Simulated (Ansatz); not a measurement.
**C2H2F6OTi: vertical ionisation energy**

Aim: the vertical ionisation energy of C2H2F6OTi, as cation minus neutral at the neutral's geometry, on several levels, and how well −ε(HOMO) stands in for it.

The runs use Ansatz 0.2.0, Gaussian basis; unrestricted cation, the program's frozen cores in correlated methods.

The runs, in order: UKS PBE-D4/def2-TZVPP; UKS r2SCAN-D4/def2-TZVPP; UKS PBE0-D4/def2-TZVPP; UKS B3LYP-D4/def2-TZVPP; UKS wB97X-V/def2-TZVPP; UKS wB97M-V/def2-TZVPP; UKS B2PLYP/def2-TZVPP; UHF-CCSD(T)/def2-TZVPP; UHF-MP2/def2-QZVPP; extrapolation to the limit; then −ε(HOMO) from the neutral's earlier runs with LDA (SPW92), PBE-D4, revPBE-D4, BLYP-D4, r2SCAN-D4, B97M-V, PBE0-D4, B3LYP-D4, r2SCANh-D4, r2SCAN0-D4, HSE06-D4, BHLYP-D4, CAM-B3LYP-D4, LC-ωPBE, ωB97X-V, ωB97M-V.

## 1. The geometry

An earlier PBE0-D4 in a triple-zeta def2 set relaxation fixed the geometry.

12 atoms, charge 0, spin multiplicity 1.

Atoms are counted from 1 here; the program's logs count them from 0.

Bond lengths: F1–C2 1.336 Å, C2–F3 1.333 Å, C2–F4 1.335 Å, C2–C5 1.517 Å, C5–O6 1.382 Å, C5–H11 1.094 Å, C5–H12 1.094 Å, O6–Ti7 1.759 Å, Ti7–F8 1.747 Å, Ti7–F9 1.750 Å, Ti7–F10 1.751 Å. Angles: F1–C2–F3 107.6°, F1–C2–F4 108.2°, F1–C2–C5 111.2°, F3–C2–F4 108.2°, F3–C2–C5 111.8°, F4–C2–C5 109.7°, C2–C5–O6 110.8°, C2–C5–H11 107.9°, C2–C5–H12 108.0°, O6–C5–H11 110.7°, O6–C5–H12 110.2°, H11–C5–H12 109.1°, C5–O6–Ti7 158.6°, O6–Ti7–F8 110.2°, O6–Ti7–F9 109.1°, O6–Ti7–F10 108.9°, F8–Ti7–F9 109.2°, F8–Ti7–F10 109.9° and more.

As a file:

```
F     0.9977    1.2930   -1.1049
C    -0.1666    0.7582   -1.4843
F     0.1039   -0.3542   -2.1665
F    -0.7709    1.6171   -2.3083
C    -1.0602    0.4824   -0.2894
O    -0.4380   -0.3697    0.6033
Ti    0.8547   -1.0692    1.5690
F     2.1493   -1.6210    0.5339
F     1.4731    0.1477    2.6636
F     0.2118   -2.4133    2.4880
H    -1.2902    1.4407    0.1863
H    -1.9875    0.0333   -0.6568
```

## 2. Cation, UKS PBE-D4/def2-TZVPP

Input file in.yaml:

```yaml
crystal:
  periodic: [false, false, false]
  atoms:
    - {symbol: F, position_ang: [0.997741, 1.293017, -1.104885]}
    - {symbol: C, position_ang: [-0.166553, 0.758192, -1.484274]}
    - {symbol: F, position_ang: [0.103862, -0.354215, -2.166512]}
    - {symbol: F, position_ang: [-0.770864, 1.617129, -2.308330]}
    - {symbol: C, position_ang: [-1.060246, 0.482395, -0.289369]}
    - {symbol: O, position_ang: [-0.438015, -0.369713, 0.603302]}
    - {symbol: Ti, position_ang: [0.854668, -1.069216, 1.569015]}
    - {symbol: F, position_ang: [2.149294, -1.621039, 0.533900]}
    - {symbol: F, position_ang: [1.473095, 0.147688, 2.663594]}
    - {symbol: F, position_ang: [0.211769, -2.413326, 2.488014]}
    - {symbol: H, position_ang: [-1.290214, 1.440661, 0.186291]}
    - {symbol: H, position_ang: [-1.987537, 0.033327, -0.656845]}
basis:
  gaussian: {orbitals: def2-TZVPP}
total_charge: 1
magnetization: {spin_polarized: true, initial_magnetization: 1}
hamiltonian: {xc: pbe, dispersion: d4}
```

On the command line:

```
ansatz run in.yaml --threads 4 --pin off --events-out ev --progress --plain --max-ram 66560MiB --backend cuda --devices 0, --max-vram 37GiB
```

After this run come: Cation, UKS r2SCAN-D4/def2-TZVPP; Cation, UKS PBE0-D4/def2-TZVPP; Cation, UKS B3LYP-D4/def2-TZVPP; Cation, UKS wB97X-V/def2-TZVPP; Cation, UKS wB97M-V/def2-TZVPP; Cation, UKS B2PLYP (frozen core)/def2-TZVPP; Cation, UHF-CCSD(T)/def2-TZVPP; Cation, UHF-MP2/def2-QZVPP.

Before running them: what should the planned runs give, taken together? Wanted: ionisation energy, CCSD(T)/CBS; nearest functional by difference; nearest −ε(HOMO); −ε(HOMO) of PBE; T1 of the cation.

**Answer**, as computed:

```
                        quantity               value
  ionisation energy, CCSD(T)/CBS            12.50 eV
nearest functional by difference  ωB97X-V (-0.31 eV)
                nearest −ε(HOMO)  ωB97X-V (-0.04 eV)
                 −ε(HOMO) of PBE             8.32 eV
                T1 of the cation               0.029
```

What this shows: By cation minus neutral, the functionals miss by 1.10 eV at most. −ε(HOMO) of PBE misses by 4.2 eV, since self-interaction lifts the level. Among orbital estimates ωB97X-V comes nearest. Hartree-Fock falls 1.10 eV short, as the neutral has more correlation energy than the cation. Correlated methods include outer-core shells of Ti, which these sets cover unevenly.
